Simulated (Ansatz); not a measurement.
# Al (Aluminum): the cost of one run

Computed with Ansatz 0.2.0 (DFT r2SCAN, scalar-relativistic, plane waves, PAW).

1 further run of the same task is left out (set aside as unsound or not needed).

## Step 1: The structure to begin with

It takes space group Fm-3m (No. 225, cubic). Conventional cell: a = 4.066 Å, b = 4.066 Å, c = 4.066 Å, α = 90.00°, β = 90.00°, γ = 90.00°. Around Al (site symmetry m-3m) lie 12 Al at 2.88 Å.

As a file:

```xyz
1
Lattice="0.0000 2.0331 2.0331 2.0331 0.0000 2.0331 2.0331 2.0331 0.0000" Properties=species:S:1:pos:R:3 pbc="T T T"
Al    0.0000    0.0000    0.0000
```

It is the result of an earlier relaxation at this level (volume 16.81 Å³/atom; gap on the mesh: none (metal)).

## Step 2: Cutting the slab

Planes are indexed in the bulk's conventional cell (Fm-3m (No. 225)), a = 4.066 Å, b = 4.066 Å, c = 4.066 Å, α = 90.00°, β = 90.00°, γ = 90.00°.

A (100) slab, 6.0 Å thick as cut, with 17 Å of vacuum; its outer planes are Al (top) and Al (bottom).

The slab as cut. Its planes from the bottom up:

| plane | atoms per cell | height over the lowest (Å) |
| --- | --- | --- |
| 1 | Al2 | 0.00 |
| 2 | Al2 | 2.00 |
| 3 | Al2 | 3.99 |
| 4 | Al2 | 5.99 |

## Step 3: The clean surface, relaxed

File input.yaml:

```yaml
crystal:
  lattice:
    - [3.9920061281, 0.0, 0.0]
    - [0.0, 3.9920061281, 0.0]
    - [0.0, 0.0, 22.9880091922]
  atoms:
    - { symbol: Al, position: [0.0, 0.5, 0.3697579868] }
    - { symbol: Al, position: [0.5, 0.0, 0.3697579868] }
    - { symbol: Al, position: [0.5, 0.5, 0.4565859956] }
    - { symbol: Al, position: [0.0, 0.0, 0.4565859956] }
    - { symbol: Al, position: [0.0, 0.5, 0.5434140044] }
    - { symbol: Al, position: [0.5, 0.0, 0.5434140044] }
    - { symbol: Al, position: [0.5, 0.5, 0.6302420132] }
    - { symbol: Al, position: [0.0, 0.0, 0.6302420132] }
basis:
  ecutwfc: 500
kpoints:
  mp_grid: { grid: [7, 7, 1] }
hamiltonian:
  xc: r2scan
scf:
  occupations: { method: gaussian, width: 0.1 }
output:
  forces: true
  eigenvalues: true
  write_density: true
  write_potential: true
  elf: true
  volumetric_format: npy
relax:
  adjacent_minimum: "off"
  f_tol: 0.03
  max_steps: 70
  constraints: [{ sites: [0, 1, 2, 3] }]
efield:
  axis: 3
  dipole_correction: true
```

Run with:

```console
$ ansatz run input.yaml --threads 1 --pin off --max-ram 2560MiB --backend cpu --events-out ev --progress --plain --runs-dir out
```

**Question.** How long does this run take on 1 thread of Intel Xeon 6975P-C (Granite Rapids), shared host, and how much memory does it need?

About 52 s, with a peak of 1.1 GiB.
